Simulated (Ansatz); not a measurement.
# B2H4OSi: rotation by 180° about the B2–Si3 bond

Aim: the minimum-energy path and barrier of the rotation by 180° about the B2–Si3 bond. The ends are relaxed first, then joined by a nudged elastic band. SMILES of the start: BB[SiH]=O.

Program: Ansatz 0.2.0. Level of theory: RKS B3LYP/def2-SVP. These are calculated values, not measurements.

## 1. The structure to begin with

Bond lengths: B1–B2 1.596 Å, B2–Si3 1.952 Å, Si3–O4 1.514 Å, B1–H5 1.176 Å, B1–H6 1.175 Å, B2–H7 1.174 Å, Si3–H8 1.479 Å. Angles: B1–B2–Si3 117.0°, B1–B2–H7 126.9°, Si3–B2–H7 116.1°, B2–B1–H5 123.6°, B2–B1–H6 122.2°, H5–B1–H6 114.1°, B2–Si3–O4 124.4°, B2–Si3–H8 115.3°, O4–Si3–H8 120.2°.

As a file:

```xyz
8

B    -1.2397    0.7520   -0.4524
B     0.2041    0.1249   -0.7149
Si    1.0584   -0.7880    0.7846
O     0.8147   -2.2347    1.1571
H    -1.4109    1.8370   -0.0334
H    -2.2274    0.1323   -0.5957
H     0.8065    0.1388   -1.7229
H     1.9942    0.0377    1.5775
```

## 2. Relaxing end A

Input file input.yaml:

```yaml
crystal:
  periodic: [false, false, false]
  atoms:
    - { symbol: B, position_ang: [-1.23972, 0.75195, -0.45239] }
    - { symbol: B, position_ang: [0.20409, 0.12489, -0.71493] }
    - { symbol: Si, position_ang: [1.05844, -0.78801, 0.78457] }
    - { symbol: O, position_ang: [0.81475, -2.23466, 1.15712] }
    - { symbol: H, position_ang: [-1.41086, 1.83701, -0.03338] }
    - { symbol: H, position_ang: [-2.22742, 0.13232, -0.59569] }
    - { symbol: H, position_ang: [0.80648, 0.13884, -1.72286] }
    - { symbol: H, position_ang: [1.99423, 0.03767, 1.57754] }
basis:
  gaussian: { orbitals: def2-SVP }
hamiltonian:
  xc: b3lyp
relax:
  f_tol: 0.015
  max_steps: 40
```

Launch:

```
> ansatz run input.yaml --threads 1 --pin off --max-ram 2048MiB --backend cpu --events-out ev --progress --plain --runs-dir out
```

Log (excerpt; [...] marks lines left out):

```text
Warning: RAYON_NUM_THREADS=1 ignored (pool sized by the plan → 1); use --threads N
[...]
Functional definition: B3LYP
[...]
857 factors; integrals over basis functions are off by at most 2.8e-4 eV
[...]
mean field -11335.69945019 eV, -416.5792711815 hartree, gradient 4.2e-5 eV, S^2 0.000000; 0 other end points of the search recorded, 0 dependent functions left out
[...]
reference -11335.69969850 eV, -416.5792803067 hartree; 18, 18 occupied and 62, 62 virtual orbitals, 857 factors
relax step   1: F+E_penalty+E_count = -11335.69945019 eV  Δ(F+E_penalty+E_count) = +0.000e0 eV  max|allowed force component| = 1.651e0 eV/Å  Δτ_max = 0.0000 Å  (26 SCF iters, accepted)
[...]
relax step   6: F+E_penalty+E_count = -11335.82484528 eV  Δ(F+E_penalty+E_count) = -3.015e-3 eV  max|allowed force component| = 8.439e-2 eV/Å  Δτ_max = 0.0469 Å  (30 SCF iters, accepted)
[...]
relax step   7: F+E_penalty+E_count = -11335.82577851 eV  Δ(F+E_penalty+E_count) = -9.332e-4 eV  max|allowed force component| = 8.976e-3 eV/Å  Δτ_max = 0.0157 Å  (24 SCF iters, accepted)
857 factors; integrals over basis functions are off by at most 3.8e-4 eV
[...]
mean field -11335.82577851 eV, -416.5839136615 hartree, gradient 2.0e-5 eV, S^2 0.000000; 1 other end points of the search recorded, 0 dependent functions left out
[...]
reference -11335.82603077 eV, -416.5839229320 hartree; 18, 18 occupied and 62, 62 virtual orbitals, 857 factors
Total energy: -11335.82603077 eV, -416.5839229320 hartree
Atom 0 at    -1.298289     0.787992    -0.472599 Å, force     0.007661     0.000392    -0.000965 eV/Å
Atom 1 at     0.177766     0.123002    -0.664199 Å, force    -0.000083    -0.007657     0.006697 eV/Å
Atom 2 at     1.122548    -0.832632     0.836732 Å, force     0.003790    -0.006586     0.006387 eV/Å
Atom 3 at     0.899955    -2.327010     1.145400 Å, force    -0.004501     0.001302    -0.008074 eV/Å
Atom 4 at    -1.435162     1.939988    -0.127144 Å, force    -0.004113    -0.003416    -0.002139 eV/Å
Atom 5 at    -2.305715     0.138304    -0.633128 Å, force     0.000852     0.005119    -0.000059 eV/Å
Atom 6 at     0.774300     0.146509    -1.716721 Å, force    -0.003384     0.001870     0.001437 eV/Å
Atom 7 at     2.064588     0.023858     1.631640 Å, force    -0.000221     0.008976    -0.003285 eV/Å
Dipole moment:     0.019332     0.722861    -0.265908 e Å
```

Run time: 21 s. Hardware: 1 thread of Arm Neoverse V1, shared host; peak memory 0.14 GiB.

Step by step:

```
step  energy from step 1 (eV)  largest force component (eV/Å)
   1                   0.0000                          1.6509
   2                  -0.1057                          0.7218
   3                  -0.1175                          0.3198
   4                  -0.1224                          0.1663
  5x                  -0.1212                          0.0733
   6                  -0.1254                          0.0844
   7                  -0.1263                          0.0090
```

Step 1 is the start. 1 step was tried and not accepted (marked x).

After: Bond lengths: B1–B2 1.630 Å, B2–Si3 2.015 Å, Si3–O4 1.542 Å, B1–H5 1.210 Å, B1–H6 1.209 Å, B2–H7 1.210 Å, Si3–H8 1.501 Å. Angles: B1–B2–Si3 122.0°, B1–B2–H7 122.7°, Si3–B2–H7 115.2°, B2–B1–H5 121.6°, B2–B1–H6 121.3°, H5–B1–H6 117.1°, B2–Si3–O4 122.8°, B2–Si3–H8 114.7°, O4–Si3–H8 122.5°.

## 3. End point B

The second end starts from a geometry with the move made by hand.

input.yaml: that of step 2 with these lines changed.

```diff
@@ -6,3 +6,3 @@
     - { symbol: Si, position_ang: [1.05844, -0.78801, 0.78457] }
-    - { symbol: O, position_ang: [0.81475, -2.23466, 1.15712] }
+    - { symbol: O, position_ang: [2.05122, -0.14179, 1.72678] }
     - { symbol: H, position_ang: [-1.41086, 1.83701, -0.03338] }
@@ -10,3 +10,3 @@
     - { symbol: H, position_ang: [0.80648, 0.13884, -1.72286] }
-    - { symbol: H, position_ang: [1.99423, 0.03767, 1.57754] }
+    - { symbol: H, position_ang: [0.67616, -2.20514, 0.96309] }
 basis:
@@ -18 +18,3 @@
   max_steps: 40
+output:
+  orbitals: {}
```

Launch:

```
> ansatz run input.yaml --threads 1 --pin off --max-ram 2048MiB --backend cpu --events-out ev --progress --plain --runs-dir out
```

Log (excerpt; [...] marks lines left out):

```text
Warning: RAYON_NUM_THREADS=1 ignored (pool sized by the plan → 1); use --threads N
[...]
[... 1 set-up line as earlier in the session ...]
[...]
857 factors; integrals over basis functions are off by at most 3.0e-4 eV
[...]
mean field -11335.69663047 eV, -416.5791675585 hartree, gradient 4.2e-5 eV, S^2 0.000000; 0 other end points of the search recorded, 0 dependent functions left out
[...]
reference -11335.69687865 eV, -416.5791766792 hartree; 18, 18 occupied and 62, 62 virtual orbitals, 857 factors
relax step   1: F+E_penalty+E_count = -11335.69663047 eV  Δ(F+E_penalty+E_count) = +0.000e0 eV  max|allowed force component| = 1.087e0 eV/Å  Δτ_max = 0.0000 Å  (26 SCF iters, accepted)
[...]
relax step   3: F+E_penalty+E_count = -11335.80411811 eV  Δ(F+E_penalty+E_count) = -1.739e-3 eV  max|allowed force component| = 5.294e-1 eV/Å  Δτ_max = 0.0872 Å  (30 SCF iters, accepted)
[...]
reference -11335.82606823 eV, -416.5839243086 hartree; 18, 18 occupied and 62, 62 virtual orbitals, 857 factors
Total energy: -11335.82606823 eV, -416.5839243086 hartree
Atom 0 at    -1.296187     0.797678    -0.467928 Å, force     0.002992     0.002785    -0.006783 eV/Å
Atom 1 at     0.157325     0.087704    -0.669828 Å, force     0.004707     0.000302    -0.000348 eV/Å
Atom 2 at     1.119465    -0.846018     0.832931 Å, force    -0.002300    -0.002003     0.001658 eV/Å
Atom 3 at     2.052484    -0.109884     1.815388 Å, force    -0.000425     0.002682    -0.002292 eV/Å
Atom 4 at    -1.386082     1.942666    -0.089039 Å, force    -0.001291     0.000590     0.002395 eV/Å
Atom 5 at    -2.331157     0.199143    -0.655780 Å, force     0.002672    -0.001570     0.000717 eV/Å
Atom 6 at     0.746374     0.100178    -1.727105 Å, force    -0.007258     0.001469     0.003647 eV/Å
Atom 7 at     0.856168    -2.321398     0.916552 Å, force     0.000902    -0.004255     0.001006 eV/Å
Dipole moment:    -0.478091    -0.236804    -0.554952 e Å
```

It took 32 s on 1 thread of Arm Neoverse V1, shared host; peak memory 0.14 GiB.

Step by step:

```
step  energy from step 1 (eV)  largest force component (eV/Å)
   1                   0.0000                          1.0871
   2                  -0.1057                          0.4328
   3                  -0.1075                          0.5294
   4                  -0.1076                          0.2057
   5                  -0.1213                          0.1003
   6                  -0.1271                          0.1456
   7                  -0.1281                          0.0508
   8                  -0.1286                          0.0558
  9x                  -0.1286                          0.0500
  10                  -0.1291                          0.0185
  11                  -0.1292                          0.0073
```

Step 1 is the start. 1 step was tried and not accepted (marked x).

After: Bond lengths: B1–B2 1.630 Å, B2–Si3 2.014 Å, Si3–O4 1.542 Å, B1–H5 1.209 Å, B1–H6 1.210 Å, B2–H7 1.210 Å, Si3–H8 1.501 Å. Angles: B1–B2–Si3 122.4°, B1–B2–H7 122.5°, Si3–B2–H7 115.1°, B2–B1–H5 121.2°, B2–B1–H6 121.9°, H5–B1–H6 117.0°, B2–Si3–O4 122.9°, B2–Si3–H8 114.4°, O4–Si3–H8 122.7°.

## 4. Nudged elastic band

crystal.atoms is end A as relaxed above, and neb.final_atoms is end B, turned to lie on A. With 7 inner images the band has 9 in all.

Input file input.yaml:

```yaml
crystal:
  periodic: [false, false, false]
  atoms:
    - { symbol: B, position_ang: [-1.298289, 0.787992, -0.472599] }
    - { symbol: B, position_ang: [0.177766, 0.123002, -0.664199] }
    - { symbol: Si, position_ang: [1.122548, -0.832632, 0.836732] }
    - { symbol: O, position_ang: [0.899955, -2.32701, 1.1454] }
    - { symbol: H, position_ang: [-1.435162, 1.939988, -0.127144] }
    - { symbol: H, position_ang: [-2.305715, 0.138304, -0.633128] }
    - { symbol: H, position_ang: [0.7743, 0.146509, -1.716721] }
    - { symbol: H, position_ang: [2.064588, 0.023858, 1.63164] }
basis:
  gaussian: { orbitals: def2-SVP }
hamiltonian:
  xc: b3lyp
neb:
  order_check: false
  images: 7
  f_tol: 0.05
  max_iterations: 60
  initial_path: idpp
  final_atoms:
    - { symbol: B, position_ang: [-1.30715901, 0.7719111, -0.47910541] }
    - { symbol: B, position_ang: [0.2055451, 0.18479317, -0.63576628] }
    - { symbol: Si, position_ang: [1.12596409, -0.83160432, 0.83922517] }
    - { symbol: O, position_ang: [1.93038189, -0.13933932, 1.95784961] }
    - { symbol: H, position_ang: [-1.50807127, 1.8635603, 0.00107349] }
    - { symbol: H, position_ang: [-2.27914868, 0.12809945, -0.80381768] }
    - { symbol: H, position_ang: [0.86504894, 0.34463715, -1.63800057] }
    - { symbol: H, position_ang: [0.96742995, -2.32204653, 0.75852267] }
```

Launch:

```
> ansatz run input.yaml --threads 1 --pin off --max-ram 2048MiB --backend cpu --events-out ev --progress --plain --runs-dir out
```

Log (excerpt; [...] marks lines left out):

```text
Warning: RAYON_NUM_THREADS=1 ignored (pool sized by the plan → 1); use --threads N
[...]
[... 1 set-up line as earlier in the session ...]
[...]
856 factors; integrals over basis functions are off by at most 3.8e-4 eV
[...]
mean field -11335.82576148 eV, -416.5839130359 hartree, gradient 4.8e-5 eV, S^2 0.000000; 0 other end points of the search recorded, 0 dependent functions left out
[...]
reference -11335.82601213 eV, -416.5839222469 hartree; 18, 18 occupied and 62, 62 virtual orbitals, 856 factors
856 factors; integrals over basis functions are off by at most 4.7e-4 eV
[...]
mean field -11335.82579481 eV, -416.5839142605 hartree, gradient 4.6e-5 eV, S^2 0.000000; 0 other end points of the search recorded, 0 dependent functions left out
[...]
reference -11335.82604779 eV, -416.5839235574 hartree; 18, 18 occupied and 62, 62 virtual orbitals, 856 factors
[...]
NEB iter   6: max|band force component| = 3.521e-2 eV/Å  barrier→ = 0.0764 eV  barrier← = 0.0765 eV  CI = image 4  Δτ_max = 0.0000 Å  (407 SCF iters)
Total energy: -11335.74959352 eV, -416.5811139150 hartree
Atom 0 at    -1.359839     0.440534    -0.609988 Å, force    -0.026860    -0.002004     0.004604 eV/Å
Atom 1 at     0.270519     0.466889    -0.559974 Å, force     0.033481     0.001881    -0.006540 eV/Å
Atom 2 at     1.146546    -0.673781     0.884475 Å, force    -0.026123     0.030835    -0.030513 eV/Å
Atom 3 at     0.308549    -1.511217     1.877617 Å, force     0.013789     0.000605    -0.002940 eV/Å
Atom 4 at    -2.031101     1.217811     0.030581 Å, force     0.004026    -0.000846     0.004649 eV/Å
Atom 5 at    -1.966071    -0.375181    -1.267271 Å, force     0.004041    -0.005178     0.001196 eV/Å
Atom 6 at     0.987343     1.098654    -1.299685 Å, force    -0.006491    -0.006201     0.008832 eV/Å
Atom 7 at     2.644045    -0.663697     0.944226 Å, force     0.004137    -0.019092     0.020711 eV/Å
Dipole moment:     0.261139     0.440637    -0.531335 e Å
this run last wrote the band of iteration 6 to <dir>
```

Run time: 2.1 min. Hardware: 1 thread of Arm Neoverse V1, shared host; peak memory 0.14 GiB.

## 5. What the band shows

The 7 inner images lie between the fixed ends 0 and 8. Energy is taken from image 0, and the path length is the program's own coordinate along the band.

```
image  path (Å)  energy (eV)  dihedral B1–B2–Si3–O4 (°)  band force (eV/Å)
    0     0.000       0.0000                         86                  -
    1     0.605       0.0151                         65              0.032
    2     1.211       0.0459                         43              0.034
    3     1.816       0.0694                         21              0.031
   4*     2.422       0.0764                          0              0.033
    5     3.029       0.0691                        -21              0.035
    6     3.637       0.0454                        -43              0.031
    7     4.244       0.0146                        -65              0.032
    8     4.851       0.0000                        -87                  -
```

The star marks the climbing image.

image, energy (eV) and a bar:
```
        0      0.000 
        1      0.015 ######
        2      0.046 ##################
        3      0.069 ###########################
        4      0.076 ##############################
        5      0.069 ###########################
        6      0.045 ##################
        7      0.015 ######
        8      0.000
```

The top of the band by iteration:

```
iteration  highest image above image 0 (eV)  largest band force (eV/Å)
        1                            0.1360                      0.936
        2                            0.0953                      0.281
        3                            0.0881                      0.260
        4                            0.0820                      0.138
        5                            0.0788                      0.091
        6                            0.0764                      0.035
```

Positions of all images (Å):

```xyz
8
image=0 dE=0.0000
B    -1.298    0.788   -0.473
B     0.178    0.123   -0.664
Si    1.123   -0.833    0.837
O     0.900   -2.327    1.145
H    -1.435    1.940   -0.127
H    -2.306    0.138   -0.633
H     0.774    0.147   -1.717
H     2.065    0.024    1.632
8
image=1 dE=0.0151
B    -1.331    0.717   -0.495
B     0.209    0.200   -0.638
Si    1.132   -0.800    0.851
O     0.697   -2.195    1.343
H    -1.628    1.804   -0.056
H    -2.242   -0.017   -0.806
H     0.862    0.360   -1.644
H     2.302   -0.070    1.445
8
image=2 dE=0.0459
B    -1.355    0.630   -0.524
B     0.237    0.290   -0.616
Si    1.143   -0.753    0.865
O     0.516   -1.995    1.533
H    -1.800    1.635   -0.021
H    -2.158   -0.168   -0.953
H     0.928    0.592   -1.563
H     2.488   -0.231    1.279
8
image=3 dE=0.0694
B    -1.359    0.533   -0.553
B     0.265    0.388   -0.601
Si    1.147   -0.706    0.870
O     0.364   -1.752    1.696
H    -1.935    1.432    0.016
H    -2.055   -0.304   -1.083
H     0.974    0.845   -1.467
H     2.600   -0.436    1.123
8
image=4 dE=0.0764
B    -1.360    0.441   -0.610
B     0.271    0.467   -0.560
Si    1.147   -0.674    0.884
O     0.309   -1.511    1.878
H    -2.031    1.218    0.031
H    -1.966   -0.375   -1.267
H     0.987    1.099   -1.300
H     2.644   -0.664    0.944
8
image=5 dE=0.0691
B    -1.352    0.366   -0.690
B     0.260    0.524   -0.492
Si    1.144   -0.652    0.914
O     0.344   -1.281    2.077
H    -2.108    1.018   -0.005
H    -1.860   -0.399   -1.476
H     0.956    1.314   -1.085
H     2.616   -0.890    0.758
8
image=6 dE=0.0454
B    -1.341    0.320   -0.779
B     0.227    0.555   -0.398
Si    1.138   -0.640    0.960
O     0.480   -1.067    2.288
H    -2.200    0.861   -0.119
H    -1.716   -0.396   -1.679
H     0.893    1.455   -0.857
H     2.519   -1.089    0.584
8
image=7 dE=0.0146
B    -1.312    0.276   -0.857
B     0.193    0.594   -0.315
Si    1.123   -0.618    1.003
O     0.643   -0.834    2.452
H    -2.271    0.683   -0.242
H    -1.534   -0.385   -1.845
H     0.813    1.578   -0.648
H     2.345   -1.294    0.453
8
image=8 dE=0.0000
B    -1.338    0.699   -0.505
B     0.208    0.197   -0.631
Si    1.153   -0.769    0.862
O     1.895   -0.035    1.997
H    -1.609    1.777   -0.029
H    -2.266    0.003   -0.850
H     0.878    0.395   -1.620
H     1.079   -2.266    0.777
```

## 6. Frequencies at the highest image

The geometry is the highest inner image of the first converged band.

Input file input.yaml:

```yaml
crystal:
  periodic: [false, false, false]
  atoms:
    - { symbol: B, position_ang: [-1.359839, 0.440534, -0.609988] }
    - { symbol: B, position_ang: [0.270519, 0.466889, -0.559974] }
    - { symbol: Si, position_ang: [1.146546, -0.673781, 0.884475] }
    - { symbol: O, position_ang: [0.308549, -1.511217, 1.877617] }
    - { symbol: H, position_ang: [-2.031101, 1.217811, 0.030581] }
    - { symbol: H, position_ang: [-1.966071, -0.375181, -1.267271] }
    - { symbol: H, position_ang: [0.987343, 1.098654, -1.299685] }
    - { symbol: H, position_ang: [2.644045, -0.663697, 0.944226] }
basis:
  gaussian: { orbitals: def2-SVP }
hamiltonian:
  xc: b3lyp
phonons: {}
```

Launch:

```
> ansatz run input.yaml --threads 1 --pin off --max-ram 2048MiB --backend cpu --events-out ev --progress --plain --runs-dir out
```

Log (excerpt; [...] marks lines left out):

```text
Warning: RAYON_NUM_THREADS=1 ignored (pool sized by the plan → 1); use --threads N
[...]
[... 1 set-up line as earlier in the session ...]
[...]
857 factors; integrals over basis functions are off by at most 4.2e-4 eV
[...]
mean field -11335.74934233 eV, -416.5811046837 hartree, gradient 4.4e-5 eV, S^2 0.000000; 0 other end points of the search recorded, 0 dependent functions left out
[...]
reference -11335.74959397 eV, -416.5811139315 hartree; 18, 18 occupied and 62, 62 virtual orbitals, 857 factors
[...]
857 factors; integrals over basis functions are off by at most 4.2e-4 eV
mean field -11335.74916383 eV, -416.5810981239 hartree, gradient 1.4e-6 eV, S^2 0.000000; 0 other end points of the search recorded, 0 dependent functions left out
[...]
reference -11335.74941549 eV, -416.5811073724 hartree; 18, 18 occupied and 62, 62 virtual orbitals, 857 factors
[...]
857 factors; integrals over basis functions are off by at most 4.3e-4 eV
[...]
WARN: phonons: modes at or below zero, which the zero-point energy, F, S and C_V leave out: 1, the lowest at -65.26 cm⁻¹. A minimum has none, and a first-order saddle one
[...]
Total energy: -11335.74959397 eV, -416.5811139315 hartree
Atom 0 at    -1.359839     0.440534    -0.609988 Å, force    -0.026870    -0.002048     0.004621 eV/Å
Atom 1 at     0.270519     0.466889    -0.559974 Å, force     0.033745     0.001875    -0.006513 eV/Å
Atom 2 at     1.146546    -0.673781     0.884475 Å, force    -0.026351     0.030730    -0.030369 eV/Å
Atom 3 at     0.308549    -1.511217     1.877617 Å, force     0.013921     0.000690    -0.003054 eV/Å
Atom 4 at    -2.031101     1.217811     0.030581 Å, force     0.003979    -0.000871     0.004617 eV/Å
Atom 5 at    -1.966071    -0.375181    -1.267271 Å, force     0.003954    -0.005114     0.001196 eV/Å
Atom 6 at     0.987343     1.098654    -1.299685 Å, force    -0.006545    -0.006201     0.008809 eV/Å
Atom 7 at     2.644045    -0.663697     0.944226 Å, force     0.004166    -0.019061     0.020693 eV/Å
Dipole moment:     0.261139     0.440639    -0.531335 e Å
Vibrations: -65.26 87.71 299.42 299.86 403.84 503.40 553.12 705.46 803.01 847.53 950.02 996.60 1148.24 1176.00 2173.27 2551.52 2608.48 2622.17 cm⁻¹, zero-point energy 1.161091 eV
```

Run time: 81 s. Hardware: 1 thread of Arm Neoverse V1, shared host; peak memory 0.14 GiB.

Of 18 modes, 1 is imaginary by more than 30 cm⁻¹ (65i cm⁻¹).

## 7. Results

| quantity | value |
| --- | --- |
| end A | 5 moves, 0.126 eV lower |
| end B | 9 moves, 0.129 eV lower |
| barrier forwards | 0.076 eV |
| barrier backwards | 0.076 eV |
| second end relative to first | 0.000 eV |
| highest image | 4 of 0 to 8, climbing |
| band iterations | 6 |
| imaginary modes at the top | 65i cm⁻¹ |

In words: The barrier from the first end is 0.076 eV, 3.0 times kT at 300 K. The two ends lie within 1 meV of each other. The listed dihedral goes from 86° at end A through 0° at the highest image to -87° at end B. One imaginary mode, as a first-order saddle point has. These are electronic energies, with no zero-point or thermal terms.
